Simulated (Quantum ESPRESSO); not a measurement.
# Rb2Re (P4mm) in Quantum ESPRESSO: a series of runs

One crystal, Rb2Re, is run at these levels: PW91; tasks: single point, equation of state.

Everything below comes from runs of Quantum ESPRESSO 7.5. Logs are shortened: lines on timing, memory, paths and dates and some standing lists are left out, and cuts for length are marked.

## (1) Starting point

The structure is tetragonal, space group P4mm (No. 99). Conventional cell: a = 4.992 Å, b = 4.992 Å, c = 4.129 Å, α = 90.00°, β = 90.00°, γ = 90.00°. Around Rb (site symmetry 2mm) lie 4 Re at 3.06 to 3.43 Å. Re (site symmetry 4mm) is surrounded by 8 Rb at 3.06 to 3.43 Å.

The cell was built by a generator and needn't be a form met in nature.

## (2) Single point, PW91, 32.24 Å³/atom

pw.in reads:

```
&CONTROL
  calculation = 'scf'
  prefix = 'pwscf'
  outdir = './tmp'
  pseudo_dir = './pseudo'
  tprnfor = .true.
  tstress = .true.
  disk_io = 'nowf'
/
&SYSTEM
  ibrav = 0
  nat = 3
  ntyp = 2
  ecutwfc = 65
  nbnd = 24
  input_dft = 'pw91'
  occupations = 'smearing'
  smearing = 'gaussian'
  degauss = 0.00367493
/
&ELECTRONS
  conv_thr = 6d-10
  electron_maxstep = 120
  mixing_beta = 0.5
/
ATOMIC_SPECIES
Rb    85.4678 37_Rb_9_2.8_3.3_pbe_n_v1.0.upf
Re   186.2070 75_Re_15_2.4_2.6_pbe_n_v1.0.upf
CELL_PARAMETERS angstrom
   4.8902066834    0.0000000000    0.0000000000
   0.0000000000    4.8902066834    0.0000000000
   0.0000000000    0.0000000000    4.0443417781
ATOMIC_POSITIONS crystal
Rb     0.5000000000    0.0000000000    0.7757745200
Rb     0.0000000000    0.5000000000    0.7757745200
Re     0.0000000000    0.0000000000    0.3462650700
K_POINTS automatic
6 6 7 0 0 0
```

Potentials or basis: SPMS 1.0 PBE.

Run with:

```sh
OMP_NUM_THREADS=1 pw.x -in pw.in > pw.out
```

pw.out:

```text
This program is part of the open-source Quantum ESPRESSO suite
     for quantum simulation of materials; please cite
         "P. Giannozzi et al., J. Phys.:Condens. Matter 21 395502 (2009);
         "P. Giannozzi et al., J. Phys.:Condens. Matter 29 465901 (2017);
         "P. Giannozzi et al., J. Chem. Phys. 152 154105 (2020);
     in publications or presentations arising from this work. More details at

     IMPORTANT: XC functional enforced from input :
     Exchange-correlation= PW91
                           (   1   4   2   2   0   0   0)
     Any further DFT definition will be discarded
     Please, verify this is what you really want

     Message from routine setup:
     using ibrav=0 with symmetry is DISCOURAGED, use correct ibrav instead

     G-vector sticks info
     --------------------
     sticks:   dense  smooth     PW     G-vecs:    dense   smooth      PW
     Sum        1765    1765    509                46251    46251    7225

     Using Slab Decomposition

     bravais-lattice index     =            0
     lattice parameter (alat)  =       9.2412  a.u.
     unit-cell volume          =     652.6779 (a.u.)^3
     number of atoms/cell      =            3
     number of atomic types    =            2
     number of electrons       =        33.00
     number of Kohn-Sham states=           24
     kinetic-energy cutoff     =      65.0000  Ry
     charge density cutoff     =     260.0000  Ry
     scf convergence threshold =      6.0E-10
     mixing beta               =       0.5000
     number of iterations used =            8  plain     mixing
     Exchange-correlation= PW91
                           (   1   4   2   2   0   0   0)

     celldm(1)=   9.241151  celldm(2)=   0.000000  celldm(3)=   0.000000
     celldm(4)=   0.000000  celldm(5)=   0.000000  celldm(6)=   0.000000

     crystal axes: (cart. coord. in units of alat)
               a(1) = (   1.000000   0.000000   0.000000 )
               a(2) = (   0.000000   1.000000   0.000000 )
               a(3) = (   0.000000   0.000000   0.827029 )

     reciprocal axes: (cart. coord. in units 2 pi/alat)
               b(1) = (  1.000000  0.000000  0.000000 )
               b(2) = (  0.000000  1.000000  0.000000 )
               b(3) = (  0.000000  0.000000  1.209148 )

     PseudoPot. # 1 for Rb read from file:
     37_Rb_9_2.8_3.3_pbe_n_v1.0.upf
     Pseudo is Norm-conserving + core correction, Zval =  9.0
     Generated using ONCVPSP code by D. R. Hamann
     Using radial grid of 2296 points,  6 beta functions with:
                l(1) =   0
                l(2) =   0
                l(3) =   1
                l(4) =   1
                l(5) =   2
                l(6) =   2

     PseudoPot. # 2 for Re read from file:
     75_Re_15_2.4_2.6_pbe_n_v1.0.upf
     Pseudo is Norm-conserving + core correction, Zval = 15.0
     Generated using ONCVPSP code by D. R. Hamann
     Using radial grid of 1372 points,  8 beta functions with:
                l(1) =   0
                l(2) =   0
                l(3) =   1
                l(4) =   1
                l(5) =   2
                l(6) =   2
                l(7) =   3
                l(8) =   3

     atomic species   valence    mass     pseudopotential
     Rb                9.00    85.46780     Rb( 1.00)
     Re               15.00   186.20700     Re( 1.00)

      8 Sym. Ops. (no inversion) found

   Cartesian axes

     site n.     atom                  positions (alat units)
         1        Rb     tau(   1) = (   0.5000000   0.0000000   0.6415879  )
         2        Rb     tau(   2) = (   0.0000000   0.5000000   0.6415879  )
         3        Re     tau(   3) = (   0.0000000   0.0000000   0.2863712  )

     number of k points=    40  Gaussian smearing, width (Ry)=  0.0037
                       cart. coord. in units 2pi/alat
        k(    1) = (   0.0000000   0.0000000   0.0000000), wk =   0.0079365
        k(    2) = (   0.0000000   0.0000000   0.1727354), wk =   0.0158730
        k(    3) = (   0.0000000   0.0000000   0.3454708), wk =   0.0158730
        k(    4) = (   0.0000000   0.0000000   0.5182062), wk =   0.0158730
        k(    5) = (   0.0000000   0.1666667   0.0000000), wk =   0.0317460
        k(    6) = (   0.0000000   0.1666667   0.1727354), wk =   0.0634921
[... 32 lines left out ...]
        k(   39) = (  -0.5000000  -0.5000000   0.3454708), wk =   0.0158730
        k(   40) = (  -0.5000000  -0.5000000   0.5182062), wk =   0.0158730

     Dense  grid:    46251 G-vectors     FFT dimensions: (  48,  48,  40)

     Initial potential from superposition of free atoms

     starting charge      32.9501, renormalised to      33.0000
     Starting wfcs are   20 randomized atomic wfcs +    4 random wfcs

     Self-consistent Calculation

     iteration #  1     ecut=    65.00 Ry     beta= 0.50
     Davidson diagonalization with overlap
     ethr =  1.00E-02,  avg # of iterations =  5.3

     total energy              =    -281.22248109 Ry
     estimated scf accuracy    <       0.45000584 Ry

     iteration #  2     ecut=    65.00 Ry     beta= 0.50
     Davidson diagonalization with overlap
     ethr =  1.36E-03,  avg # of iterations =  3.0

     total energy              =    -281.24952139 Ry
     estimated scf accuracy    <       0.98593718 Ry

     iteration #  3     ecut=    65.00 Ry     beta= 0.50
     Davidson diagonalization with overlap
     ethr =  1.36E-03,  avg # of iterations =  2.0

     total energy              =    -281.41410203 Ry
     estimated scf accuracy    <       0.01795694 Ry

     iteration #  4     ecut=    65.00 Ry     beta= 0.50
     Davidson diagonalization with overlap
     ethr =  5.44E-05,  avg # of iterations =  4.2

     total energy              =    -281.41597857 Ry
     estimated scf accuracy    <       0.00103999 Ry

     iteration #  5     ecut=    65.00 Ry     beta= 0.50
     Davidson diagonalization with overlap
     ethr =  3.15E-06,  avg # of iterations =  6.5
[... 29 lines left out ...]
     total energy              =    -281.41617105 Ry
     estimated scf accuracy    <       0.00000015 Ry

     iteration # 10     ecut=    65.00 Ry     beta= 0.50
     Davidson diagonalization with overlap
     ethr =  4.62E-10,  avg # of iterations =  2.0

     total energy              =    -281.41617107 Ry
     estimated scf accuracy    <          2.1E-09 Ry

     iteration # 11     ecut=    65.00 Ry     beta= 0.50
     Davidson diagonalization with overlap
     ethr =  6.28E-12,  avg # of iterations =  3.8

     total energy              =    -281.41617107 Ry
     estimated scf accuracy    <          7.7E-10 Ry

     iteration # 12     ecut=    65.00 Ry     beta= 0.50
     Davidson diagonalization with overlap
     ethr =  2.34E-12,  avg # of iterations =  2.0

     End of self-consistent calculation

          k = 0.0000 0.0000 0.0000 (  5791 PWs)   bands (ev):

   -70.8445 -32.7418 -32.5926 -32.5926 -19.4223 -19.1489  -4.0921  -4.0921
    -3.3464  -3.0149  -2.9764  -2.9764   4.6992   6.4892   7.5101   7.7045
     7.7718   7.7718   9.5688  13.0393  13.0393  13.0960  13.1058  14.4179

          k = 0.0000 0.0000 0.1727 (  5799 PWs)   bands (ev):

   -70.8445 -32.7434 -32.5924 -32.5924 -19.4156 -19.1443  -4.0900  -4.0900
    -3.4682  -3.0983  -2.9755  -2.9755   5.0484   6.7231   7.6954   7.7745
     7.8641   7.8641   9.6510  12.2992  12.2992  12.7209  12.9246  14.7231

          k = 0.0000 0.0000 0.3455 (  5772 PWs)   bands (ev):

   -70.8444 -32.7470 -32.5921 -32.5921 -19.4006 -19.1340  -4.0857  -4.0857
    -3.7232  -3.2779  -2.9731  -2.9731   5.9968   7.3070   7.9466   8.0981
     8.1225   8.1225   9.8297  11.1960  11.1960  11.4070  12.5132  14.6525

          k = 0.0000 0.0000 0.5182 (  5760 PWs)   bands (ev):

   -70.8444 -32.7499 -32.5918 -32.5918 -19.3886 -19.1256  -4.0825  -4.0825
    -3.9120  -3.4151  -2.9708  -2.9708   7.2372   7.9493   8.1036   8.4060
     8.4315   8.4315   9.4843  10.1493  10.4205  10.4205  12.1743  13.6494

          k = 0.0000 0.1667 0.0000 (  5780 PWs)   bands (ev):

   -70.8445 -32.7418 -32.5929 -32.5926 -19.4032 -19.1663  -4.0556  -4.0273
    -3.3275  -3.1026  -3.0631  -3.0406   4.9930   6.5997   7.5469   7.7557
     7.7919   7.9560   9.6634  12.0544  12.6763  13.2192  13.6723  14.7152
[... 165 lines left out ...]
   -70.8445 -32.7416 -32.5936 -32.5934 -19.2778 -19.2760  -4.3770  -4.2602
    -3.2040  -3.1966  -2.9875  -2.9401   6.9685   7.4876   7.8488   8.2501
     8.2650   8.4807   8.9276  10.1570  11.8095  12.2917  12.7736  13.1358

          k = 0.3333-0.5000 0.1727 (  5778 PWs)   bands (ev):

   -70.8445 -32.7431 -32.5934 -32.5932 -19.2736 -19.2723  -4.3409  -4.2445
    -3.2782  -3.2765  -2.9819  -2.9302   6.9319   7.6061   7.7072   7.9810
     8.1589   8.4328   9.3891  10.1811  11.8794  12.4999  12.8958  13.2588

          k = 0.3333-0.5000 0.3455 (  5778 PWs)   bands (ev):

   -70.8444 -32.7466 -32.5930 -32.5928 -19.2642 -19.2639  -4.2578  -4.2089
    -3.4498  -3.4389  -2.9692  -2.9078   6.7684   7.4115   7.6150   7.7480
     8.0868   8.3112  10.1711  10.7259  12.1217  12.5150  12.8753  13.4546

          k = 0.3333-0.5000 0.5182 (  5780 PWs)   bands (ev):

   -70.8444 -32.7494 -32.5927 -32.5924 -19.2572 -19.2566  -4.1880  -4.1798
    -3.5842  -3.5624  -2.9591  -2.8896   6.6036   7.1943   7.3892   7.5034
     8.0637   8.7012  10.7288  11.4622  12.1306  12.4034  12.8506  13.3928

          k =-0.5000-0.5000 0.0000 (  5808 PWs)   bands (ev):

   -70.8445 -32.7415 -32.5936 -32.5936 -19.2752 -19.2752  -4.4889  -4.3541
    -3.2023  -3.2023  -2.8850  -2.8369   7.2921   7.8420   8.1610   8.2913
     8.2913   8.5439   9.0481   9.0481  11.7745  12.2994  12.5687  12.5687

          k =-0.5000-0.5000 0.1727 (  5764 PWs)   bands (ev):

   -70.8445 -32.7431 -32.5934 -32.5934 -19.2715 -19.2715  -4.4479  -4.3376
    -3.2761  -3.2761  -2.8799  -2.8245   7.3379   7.6807   7.9294   7.9475
     7.9475   8.4304   9.6337   9.6337  11.6402  12.5613  12.7847  12.7847

          k =-0.5000-0.5000 0.3455 (  5784 PWs)   bands (ev):

   -70.8444 -32.7466 -32.5930 -32.5930 -19.2631 -19.2631  -4.3536  -4.3000
    -3.4360  -3.4360  -2.8686  -2.7962   6.9073   7.3369   7.5400   7.5400
     8.1885   8.1929  10.7300  10.7300  11.4900  12.6775  13.1803  13.1803

          k =-0.5000-0.5000 0.5182 (  5784 PWs)   bands (ev):

   -70.8444 -32.7494 -32.5927 -32.5927 -19.2564 -19.2564  -4.2756  -4.2693
    -3.5588  -3.5588  -2.8594  -2.7732   6.4826   7.0783   7.3083   7.3083
     8.0058   8.7269  11.4381  11.8270  11.8270  12.2904  13.2074  13.2074

     the Fermi energy is     8.1508 ev

!    total energy              =    -281.41617107 Ry
     estimated scf accuracy    <          1.7E-11 Ry
     smearing contrib. (-TS)   =      -0.00066568 Ry
     internal energy E=F+TS    =    -281.41550539 Ry

     The total energy is F=E-TS. E is the sum of the following terms:
     one-electron contribution =    -115.47446121 Ry
     hartree contribution      =      66.74003844 Ry
     xc contribution           =     -62.14409382 Ry
     ewald contribution        =    -170.53698880 Ry

     convergence has been achieved in  12 iterations

     Forces acting on atoms (cartesian axes, Ry/au):

     atom    1 type  1   force =     0.00000000    0.00000000    0.02103428
     atom    2 type  1   force =     0.00000000    0.00000000    0.02103428
     atom    3 type  2   force =     0.00000000    0.00000000   -0.04206857

     Total force =     0.051523     Total SCF correction =     0.000009

     Computing stress (Cartesian axis) and pressure

          total   stress  (Ry/bohr**3)                   (kbar)     P=       54.16
   0.00053139   0.00000000   0.00000000           78.17        0.00        0.00
   0.00000000   0.00053139   0.00000000            0.00       78.17        0.00
   0.00000000   0.00000000   0.00004168            0.00        0.00        6.13

=------------------------------------------------------------------------------=
   JOB DONE.
=------------------------------------------------------------------------------=
```

It took 90 s on 1 thread of Intel Xeon Platinum 8259CL at 2.50GHz (Skylake/Cascade Lake), shared host; peak memory 0.19 GiB.

Results:

```
Free energy            : -3828.8621 eV
Pressure               : 5.4 GPa
Largest force          : 1.082 eV/Å
Band gap on the k mesh : none (metal or under the smearing width)
```

Caveat: the potentials were made for another functional, which shifts forces and pressure.

## (3) Single point, PW91, 32.92 Å³/atom

Changes to pw.in since step 2:

```diff
@@ -29,5 +29,5 @@
 CELL_PARAMETERS angstrom
-   4.8902066834    0.0000000000    0.0000000000
-   0.0000000000    4.8902066834    0.0000000000
-   0.0000000000    0.0000000000    4.0443417781
+   4.9246458933    0.0000000000    0.0000000000
+   0.0000000000    4.9246458933    0.0000000000
+   0.0000000000    0.0000000000    4.0728239966
 ATOMIC_POSITIONS crystal
```

Potentials or basis: SPMS 1.0 PBE.

Run with:

```sh
OMP_NUM_THREADS=1 pw.x -in pw.in > pw.out
```

Run time: 92 s. Hardware: 1 thread of Intel Xeon Platinum 8259CL at 2.50GHz (Skylake/Cascade Lake), shared host; peak memory 0.2 GiB.

It converged, with:

```
Free energy            : -3828.9283 eV
Pressure               : 4.9 GPa
Largest force          : 1.041 eV/Å
Band gap on the k mesh : none (metal or under the smearing width)
```

Caveat: the potentials were made for another functional, which shifts forces and pressure.

## (4) Single point, PW91, 33.61 Å³/atom

Changes to pw.in since step 3:

```diff
@@ -29,5 +29,5 @@
 CELL_PARAMETERS angstrom
-   4.9246458933    0.0000000000    0.0000000000
-   0.0000000000    4.9246458933    0.0000000000
-   0.0000000000    0.0000000000    4.0728239966
+   4.9586100417    0.0000000000    0.0000000000
+   0.0000000000    4.9586100417    0.0000000000
+   0.0000000000    0.0000000000    4.1009133256
 ATOMIC_POSITIONS crystal
```

Run with:

```sh
OMP_NUM_THREADS=1 pw.x -in pw.in > pw.out
```

Wall time 94 s (1 thread of Intel Xeon Platinum 8259CL at 2.50GHz (Skylake/Cascade Lake), shared host); peak memory 0.2 GiB.

It converged, with:

| Item | Value |
| --- | --- |
| Free energy | -3828.9880 eV |
| Pressure | 4.4 GPa |
| Largest force | 1.001 eV/Å |
| Band gap on the k mesh | none (metal or under the smearing width) |

Caveat: the potentials were made for another functional, which shifts forces and pressure.

## (5) Single point, PW91, 34.30 Å³/atom

Changes to pw.in since step 4:

```diff
@@ -29,5 +29,5 @@
 CELL_PARAMETERS angstrom
-   4.9586100417    0.0000000000    0.0000000000
-   0.0000000000    4.9586100417    0.0000000000
-   0.0000000000    0.0000000000    4.1009133256
+   4.9921151800    0.0000000000    0.0000000000
+   0.0000000000    4.9921151800    0.0000000000
+   0.0000000000    0.0000000000    4.1286230400
 ATOMIC_POSITIONS crystal
```

Run with:

```sh
OMP_NUM_THREADS=1 pw.x -in pw.in > pw.out
```

It took 1.7 min on 1 thread of Intel Xeon Platinum 8259CL at 2.50GHz (Skylake/Cascade Lake), shared host; peak memory 0.2 GiB.

Results (log left out):

| Item | Value |
| --- | --- |
| Free energy | -3829.0416 eV |
| Pressure | 3.9 GPa |
| Largest force | 0.963 eV/Å |
| Band gap on the k mesh | none (metal or under the smearing width) |

Caveat: the potentials were made for another functional, which shifts forces and pressure.

## (6) Single point, PW91, 34.98 Å³/atom

Changes to pw.in since step 5:

```diff
@@ -29,5 +29,5 @@
 CELL_PARAMETERS angstrom
-   4.9921151800    0.0000000000    0.0000000000
-   0.0000000000    4.9921151800    0.0000000000
-   0.0000000000    0.0000000000    4.1286230400
+   5.0251765089    0.0000000000    0.0000000000
+   0.0000000000    5.0251765089    0.0000000000
+   0.0000000000    0.0000000000    4.1559657113
 ATOMIC_POSITIONS crystal
```

Potentials or basis: SPMS 1.0 PBE.

Run with:

```sh
OMP_NUM_THREADS=1 pw.x -in pw.in > pw.out
```

Run time: 1.7 min. Hardware: 1 thread of Intel Xeon Platinum 8259CL at 2.50GHz (Skylake/Cascade Lake), shared host; peak memory 0.21 GiB.

It converged, with:

| Quantity | Value |
| --- | --- |
| Free energy | -3829.0895 eV |
| Pressure | 3.5 GPa |
| Largest force | 0.926 eV/Å |
| Band gap on the k mesh | none (metal or under the smearing width) |

Caveat: the potentials were made for another functional, which shifts forces and pressure.

## (7) Single point, PW91, 35.67 Å³/atom

Changes to pw.in since step 6:

```diff
@@ -29,5 +29,5 @@
 CELL_PARAMETERS angstrom
-   5.0251765089    0.0000000000    0.0000000000
-   0.0000000000    5.0251765089    0.0000000000
-   0.0000000000    0.0000000000    4.1559657113
+   5.0578084396    0.0000000000    0.0000000000
+   0.0000000000    5.0578084396    0.0000000000
+   0.0000000000    0.0000000000    4.1829532578
 ATOMIC_POSITIONS crystal
```

Run with:

```sh
OMP_NUM_THREADS=1 pw.x -in pw.in > pw.out
```

It took 1.8 min on 1 thread of Intel Xeon Platinum 8259CL at 2.50GHz (Skylake/Cascade Lake), shared host; peak memory 0.21 GiB.

Results (log left out):

```
Free energy            : -3829.1322 eV
Pressure               : 3.1 GPa
Largest force          : 0.892 eV/Å
Band gap on the k mesh : none (metal or under the smearing width)
```

Caveat: the potentials were made for another functional, which shifts forces and pressure.

## (8) Single point, PW91, 36.35 Å³/atom

Changes to pw.in since step 7:

```diff
@@ -29,5 +29,5 @@
 CELL_PARAMETERS angstrom
-   5.0578084396    0.0000000000    0.0000000000
-   0.0000000000    5.0578084396    0.0000000000
-   0.0000000000    0.0000000000    4.1829532578
+   5.0900246485    0.0000000000    0.0000000000
+   0.0000000000    5.0900246485    0.0000000000
+   0.0000000000    0.0000000000    4.2095969905
 ATOMIC_POSITIONS crystal
```

Run with:

```sh
OMP_NUM_THREADS=1 pw.x -in pw.in > pw.out
```

It took 1.8 min on 1 thread of Intel Xeon Platinum 8259CL at 2.50GHz (Skylake/Cascade Lake), shared host; peak memory 0.21 GiB.

Results (log left out):

* Free energy: -3829.1699 eV
* Pressure: 2.8 GPa
* Largest force: 0.859 eV/Å
* Band gap on the k mesh: none (metal or under the smearing width)

Caveat: the potentials were made for another functional, which shifts forces and pressure.

## (9) Equation of state, PW91

Potentials or basis: SPMS 1.0 PBE.

This step only gathers the single runs of the series.

Results:

- Equilibrium volume: outside the volumes run

Energy against volume, from the lowest point:
| volume (Å³/atom) | energy (meV/atom) |
| --- | --- |
| 32.239 | 102.61 |
| 32.925 | 80.53 |
| 33.611 | 60.62 |
| 34.297 | 42.75 |
| 34.983 | 26.78 |
| 35.669 | 12.58 |
| 36.355 | 0.00 |

Caveat: the potentials were made for another functional, which shifts forces and pressure.

## (10) For comparison

An earlier run on the cell as given: functional PBE; potentials or basis SSSP 1.3 efficiency PBE; cutoff 816 eV; density cutoff 5987 eV; k mesh 6 × 6 × 7; occupations fermi-dirac, width 0.05 eV; no spin polarisation.

- Pressure: 4.2 GPa
- Largest force: 0.951 eV/Å
- Band gap on the k mesh: none (metal or under the smearing width)
